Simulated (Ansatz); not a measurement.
**BGeH₄NO: how energies converge with the basis set**

How large a basis does BGeH₄NO need? Two functionals are run in growing sets.

The runs use Ansatz 0.2.0, Gaussian basis; one geometry, several basis sets.

Levels to be run: PBE0-D4/def2-SVP; ωB97M-V/def2-SVP; PBE0-D4/def2-QZVPP; ωB97M-V/def2-QZVPP; the functionals' def2-TZVPP values are taken from earlier runs.

## 1. Structure used throughout

All runs share one geometry, relaxed beforehand with PBE0-D4 in a triple-zeta def2 set.

8 atoms, charge 0, spin multiplicity 1.

Atoms are counted from 1 here; the program's logs count them from 0.

Bond lengths: N1–Ge2 1.806 Å, N1–H5 1.007 Å, N1–H6 1.006 Å, Ge2–B3 2.049 Å, Ge2–O4 2.110 Å, Ge2–H7 1.539 Å, B3–O4 1.280 Å, B3–H8 1.192 Å. Angles: Ge2–N1–H5 120.4°, Ge2–N1–H6 119.9°, H5–N1–H6 112.2°, N1–Ge2–B3 122.3°, N1–Ge2–O4 110.2°, N1–Ge2–H7 104.2°, B3–Ge2–O4 35.8°, B3–Ge2–H7 121.1°, O4–Ge2–H7 98.3°, Ge2–B3–O4 74.7°, Ge2–B3–H8 143.9°, O4–B3–H8 141.4°, Ge2–O4–B3 69.5°.

## 2. PBE0-D4 in def2-SVP

in.yaml

```yaml
crystal:
  periodic: [false, false, false]
  atoms:
    - {symbol: N, position_ang: [-0.712427, 1.447550, -0.126547]}
    - {symbol: Ge, position_ang: [0.609109, 0.289196, 0.290328]}
    - {symbol: B, position_ang: [0.275968, -1.719857, 0.512390]}
    - {symbol: O, position_ang: [0.341481, -1.526025, -0.750802]}
    - {symbol: H, position_ang: [-0.693803, 1.950717, -0.998872]}
    - {symbol: H, position_ang: [-1.651037, 1.272381, 0.191292]}
    - {symbol: H, position_ang: [1.829794, 0.812009, -0.486895]}
    - {symbol: H, position_ang: [0.093014, -2.583072, 1.313308]}
basis:
  gaussian: {orbitals: def2-SVP}
hamiltonian: {xc: pbe0, dispersion: d4}
output: {orbitals: {seedname: orbitals}}
```

Command:

```bash
$ ansatz run in.yaml --threads 2 --pin off --events-out ev --progress --plain --max-ram 4352MiB
```

Further steps of the session: ωB97M-V in def2-SVP; PBE0-D4 in def2-QZVPP; ωB97M-V in def2-QZVPP.

**Question.** What will the summary of the whole plan be? Wanted: PBE0-D4: double and triple zeta above quadruple; ωB97M-V: double and triple zeta above quadruple.

The runs gave:

| quantity | value |
| --- | --- |
| PBE0-D4: double and triple zeta above quadruple | 13.70, 1.48 eV |
| ωB97M-V: double and triple zeta above quadruple | 13.79, 1.43 eV |

**Reading.** PBE0-D4 gains 12.22 eV from double to triple zeta, then 1.48 eV more. Total energies overstate the basis error of differences, where much of it tends to cancel.
